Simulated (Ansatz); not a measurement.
Predict the output of the script below (the Python package of Ansatz (0.2.0)).

The script reads `c2h8n2osi.yaml`:
```yaml
crystal:
  periodic: [false, false, false]
  atoms:
    - { symbol: C, position_ang: [2.2524, 0.2619, 0.4579] }
    - { symbol: C, position_ang: [0.8694, 0.5013, -0.0933] }
    - { symbol: O, position_ang: [0.5751, 1.5704, -0.6183] }
    - { symbol: "N", position_ang: [0.0216, -0.5635, 0.0726] }
    - { symbol: Si, position_ang: [-1.5129, -0.6259, -0.7232] }
    - { symbol: "N", position_ang: [-2.4821, 0.3703, 0.2306] }
    - { symbol: H, position_ang: [2.5203, 1.0897, 1.1205] }
    - { symbol: H, position_ang: [2.9625, 0.2076, -0.3715] }
    - { symbol: H, position_ang: [2.3073, -0.6673, 1.0319] }
    - { symbol: H, position_ang: [0.393, -1.4724, 0.3042] }
    - { symbol: H, position_ang: [-1.4527, -0.1397, -2.1114] }
    - { symbol: H, position_ang: [-2.0071, -2.0095, -0.6089] }
    - { symbol: H, position_ang: [-2.1379, 1.3214, 0.1016] }
    - { symbol: H, position_ang: [-2.3092, 0.1557, 1.2072] }
basis:
  gaussian:
    orbitals: def2-SVP
    point_charges: [{ charge: -1.0, position_ang: [0.0, 0.0, 6.21] }]
hamiltonian:
  xc: hf
output:
  forces: true
```

Script `c2h8n2osi.py`:
```python
"""C2H8N2OSi through the session interface."""

import ansatz as az
import numpy as np


def main() -> None:
    session = az.Session.from_deck("c2h8n2osi.yaml")
    r = session.plan(threads=1).execute().report

    print(f"E = {r['free_energy_ev']:.6f} eV = {r['free_energy_ev'] / 27.211386246:.7f} Ha")
    print("converged:", r["converged"], " doubts:", r["published_state_doubts"] or "none")
    symbols = ["C", "C", "O", "N", "Si", "N", "H", "H", "H", "H", "H", "H", "H", "H"]

    forces = np.array(r["forces_ev_ang"])
    print("largest force", round(float(np.linalg.norm(forces, axis=1).max()), 4), "eV/A, rms", round(float(np.sqrt((forces ** 2).mean())), 4))
    charges = r["charge_distribution"]
    dipole = np.array(charges["dipole_moment_e_ang"]) * 4.803205
    print("dipole (D): {:.3f} {:.3f} {:.3f}, length {:.3f}".format(*dipole, np.linalg.norm(dipole)))
    print("atom  Mulliken   Lowdin")
    for symbol, m, l in zip(symbols, charges["mulliken_charges_e"], charges["lowdin_charges_e"]):
        print(f"{symbol:4s} {m:9.3f} {l:8.3f}")


if __name__ == "__main__":
    main()
```

```console
$ python c2h8n2osi.py
E = -15044.245361 eV = -552.8658197 Ha
converged: True  doubts: none
largest force 2.9494 eV/A, rms 0.6672
dipole (D): 2.335 -3.203 2.495, length 4.684
atom  Mulliken   Lowdin
C       -0.038    0.038
C        0.390   -0.120
O       -0.468   -0.099
N       -0.584    0.010
Si       0.890    0.320
N       -0.486    0.005
H        0.086    0.026
H        0.052    0.014
H        0.045    0.000
H        0.173    0.021
H       -0.166   -0.112
H       -0.182   -0.116
H        0.141    0.004
H        0.148    0.008
```

Caveats:
- The settings weren't tested for convergence.
- The geometry is a force-field or estimated start, not a minimum of this method, and the basis set is short of its limit.
- The Löwdin charges here are taken after orthogonalising the functions within each atom; they differ from plain Löwdin charges, and their signs can be unphysical.
- External point charges are part of this input, so the results are those of the molecule in their field.
- Finished in 3.6 s on 1 thread of Arm Neoverse V1 (shared host), peak memory 0.31 GiB.
